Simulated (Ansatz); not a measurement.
# CH5AlBO+: two torsions

Aim: map the energy of CH₅AlBO, SMILES [BH2][AlH][CH+]O, charge +1 over two coordinates, and find its wells, ridges and stiffness.

Computed with Ansatz 0.2.0. Level: RHF/def2-TZVP.

## (1) Where the work starts

SMILES `[BH2][AlH][CH+]O`, 9 atoms, charge 1, spin multiplicity 1.

Atoms are counted from 1 here; the program's logs count them from 0.

Bond lengths: B1–Al2 2.120 Å, B1–H5 1.213 Å, B1–H6 1.213 Å, Al2–C3 2.121 Å, Al2–H7 1.617 Å, C3–O4 1.272 Å, C3–H8 1.115 Å, O4–H9 1.011 Å. Angles: Al2–B1–H5 120.5°, Al2–B1–H6 120.3°, H5–B1–H6 119.2°, B1–Al2–C3 127.4°, B1–Al2–H7 142.9°, C3–Al2–H7 89.7°, Al2–C3–O4 113.5°, Al2–C3–H8 136.1°, O4–C3–H8 110.4°, C3–O4–H9 109.4°.

Coordinates:

```xyz
9
CH5AlBO
B    -0.34359    2.27942    0.38981
Al   -0.07207    0.36256   -0.47443
C     0.25971   -1.47157    0.53782
O     0.37581   -2.46827   -0.24391
H     0.60409    3.01727    0.56217
H    -1.45056    2.65187    0.71885
H    -0.01417   -0.41858   -1.88860
H     0.35775   -1.79624    1.59991
H     0.28302   -2.15645   -1.20162
```

This geometry comes from a loose relaxation at PBE in a small basis, which is not shown.

## (3) Plan of the scan

The axes are (1) dihedral Al2–C3–O4–H9: 18 values from −180 to 160 °, periodic; (2) dihedral H5–B1–Al2–C3: 18 values from −180 to 160 °, periodic.

Nothing else is relaxed (all other coordinates rigid). Energies count from the relaxed molecule at the same level. Points are written as (first, second).

(The set-up runs are not shown.)

## (4) Point (0°, 100°)

The input, input.yaml:

```yaml
crystal:
  periodic: [false, false, false]
  atoms:
    - { symbol: B, position_ang: [-0.335921, 2.238836, 0.433375] }
    - { symbol: Al, position_ang: [-0.092545, 0.390163, -0.624532] }
    - { symbol: C, position_ang: [-0.062541, -1.452347, 0.456313] }
    - { symbol: O, position_ang: [0.076972, -2.548109, -0.123927] }
    - { symbol: H, position_ang: [0.602899, 2.919478, 0.67546] }
    - { symbol: H, position_ang: [-1.410991, 2.592615, 0.783195] }
    - { symbol: H, position_ang: [0.09345, -0.166919, -2.07897] }
    - { symbol: H, position_ang: [-0.157304, -1.609383, 1.52495] }
    - { symbol: H, position_ang: [0.167595, -2.495087, -1.074669] }
total_charge: 1
basis:
  gaussian: { orbitals: def2-TZVP }
hamiltonian:
  xc: hf
output:
  forces: true
```

Started as:

```sh
ansatz run input.yaml --threads 1 --pin off --max-ram 2560MiB --backend cpu --events-out ev --progress --plain --runs-dir out
```

Further runs follow: the other points that were computed.

Before running it: what results should come out? Wanted: lowest point; highest computed point; largest force on an atom.

**Answer**, as computed:

| quantity | value |
| --- | --- |
| lowest point | (0°, −80°), 0.0014 eV |
| highest computed point | (−80°, −180°), 1.31 eV above the lowest |
| largest force on an atom (eV/Å) | 0.01 at (0°, −80°) to 2.62 at (−120°, −180°); 0.01 at the lowest point |
| time for the whole task | 14 min on 1 thread, shared host |

In words: The lowest computed point is at (0°, −80°), 0.0014 eV from the relaxed molecule at the same level; the map holds 2 wells of about this depth. A higher local minimum lies near (−180°, −80°) (0.11 eV above the lowest at that grid point). The highest computed point, (−80°, −180°), lies 1.31 eV above the lowest. On the interpolated surface the easiest way out of the lowest well to a well of the same energy at (0°, 100°) passes a barrier of about 0.046 eV. Round the minimum the two coordinates are nearly uncoupled.
